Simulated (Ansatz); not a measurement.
## BeB2, space group P6/mmm: a comparison of functionals at one structure, step by step

With Ansatz's Python interface.

Notebook, run cell by cell (the value of a cell's last expression is shown):

```python
import ansatz
from tabulate import tabulate
```

```python
KMESH = (13, 13, 12)
OCCUPATIONS = "Marzari-Vanderbilt"
SIGMA = 0.05
TOLERANCE = 1e-10
```

```python
lattice = ansatz.Lattice.of(
    [2.92969, 0.0, 0.0],
    [-1.464845, 2.537186, 0.0],
    [0.0, 0.0, 2.877335],
)
sites = [
    ("Be", [0.0, 0.0, 0.0]),
    ("B", [1 / 3, 2 / 3, 0.5]),
    ("B", [2 / 3, 1 / 3, 0.5]),
]
system = ansatz.Crystal(lattice=lattice)
for symbol, position in sites:
    system = system.atom(symbol, position)
```

```python
[site.symbol for site in system.resolved().sites]
```

    ['Be', 'B', 'B']

```python
base = (
    system.calculation()
    .kpoints(*KMESH, center="gamma")  # sampling of the Brillouin zone
    .occupations(OCCUPATIONS, width=SIGMA)
    .scf(tolerance=TOLERANCE)
    .stress()  # positive in compression
)
```

```python
rows = []
for value in ["blyp", "pbesol", "lda"]:
    report = base.functional(value).run(threads=1).report
    rows.append((value, report["free_energy_ev"] / len(report["lattice"]["sites"]), report["n_iterations"], sum(report["stress_gpa"][i][i] for i in range(3)) / 3, report["n_kpoints"]))
```

    DeckWarning: basis.ecutwfc = 420 eV, auto-derived from the records' recommended cutoffs: set by Be (normal level)

```python
print(tabulate(rows, headers=["functional", "F/atom (eV)", "iterations", "P (GPa)", "k-points"], floatfmt=".4f", tablefmt="plain"))
```

    functional      F/atom (eV)    iterations    P (GPa)    k-points
    blyp              -135.0208             7     2.4547         147
    pbesol            -131.7854             7    -2.3554         147
    lda               -129.1340             6    -7.4822         147

From lowest to highest: LDA (-7.5 GPa), PBEsol (-2.4 GPa) and BLYP (2.5 GPa). At a fixed cell a lower pressure usually means a smaller equilibrium volume, so LDA prefers the smallest cell and BLYP the largest.

What to keep in mind:
- BLYP can be off by several per cent in the lattices of metals, and by several GPa in the pressure at a fixed cell.
- Pressure is positive in compression.
- This cell is a computed structure, which may not be the phase found in nature.
- Warnings are shown shortened and without file and line.
- Total energies of different functionals can't be compared; pressures, moments and gaps at this one structure can.
- Finished in 5 s on 1 thread of Arm Neoverse V2, on a shared host, peak memory 0.36 GiB.
